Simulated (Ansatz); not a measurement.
Run this with the Python package of Ansatz (0.2.0) and show what comes out.

`bend.py`
```python
"""Bending curve of CH3Te2."""

import ansatz as az
from ase import Atoms


def main() -> None:
    atoms = Atoms(["C", "Te", "Te", "H", "H", "H"], positions=[
        (-0.3315, 0.4505, -0.3172),
        (-0.0307, -0.2283, 1.6564),
        (1.652, -2.1666, 0.653),
        (-0.7425, -0.306, -0.9495),
        (0.5805, 0.8201, -0.7962),
        (-1.0858, 1.3664, -0.2926),
    ])

    # relax first, so that the scan starts from a minimum
    first = (
        az.Crystal.molecule_from_ase(atoms).calculation()
        .basis(gaussian="def2-SVP")
        .functional("hf")
        .spin("collinear", total=1)
        .relax(force_tolerance=0.02, max_steps=80)
    )
    atoms.positions = first.run(threads=1).report["positions_ang"]

    rows = []
    for angle in [90, 100, 110, 120, 135, 150, 165, 179]:
        bent = atoms.copy()
        bent.set_angle(0, 1, 2, angle, indices=[2])
        setup = (
            az.Crystal.molecule_from_ase(bent).calculation()
            .basis(gaussian="def2-SVP")
            .functional("hf")
            .spin("collinear", total=1)
        )
        rows.append((angle, setup.run(threads=1).report["free_energy_ev"]))
    floor = min(e for _, e in rows)
    for angle, e in rows:
        print(f"angle C0-Te1-Te2 = {angle:3d} deg   {1000 * (e - floor):9.1f} meV")


if __name__ == "__main__":
    main()
```

```console
$ python bend.py
angle C0-Te1-Te2 =  90 deg        79.1 meV
angle C0-Te1-Te2 = 100 deg         0.0 meV
angle C0-Te1-Te2 = 110 deg        80.1 meV
angle C0-Te1-Te2 = 120 deg       284.9 meV
angle C0-Te1-Te2 = 135 deg       790.5 meV
angle C0-Te1-Te2 = 150 deg      1478.7 meV
angle C0-Te1-Te2 = 165 deg      2031.4 meV
angle C0-Te1-Te2 = 179 deg      2233.8 meV
```

The scan is rigid, and the energies are electronic, in a modest basis. The zero is the lowest point of the grid, which needn't be the minimum. def2 sets replace the cores of elements past krypton by effective core potentials. The species is open-shell (spin multiplicity 2). The expectation value of S² is noticeably off S(S+1) in at least one run, so that state is spin-contaminated. The whole script took 2.1 min on 1 thread of Arm Neoverse V1 (shared host), peak memory 0.34 GiB.
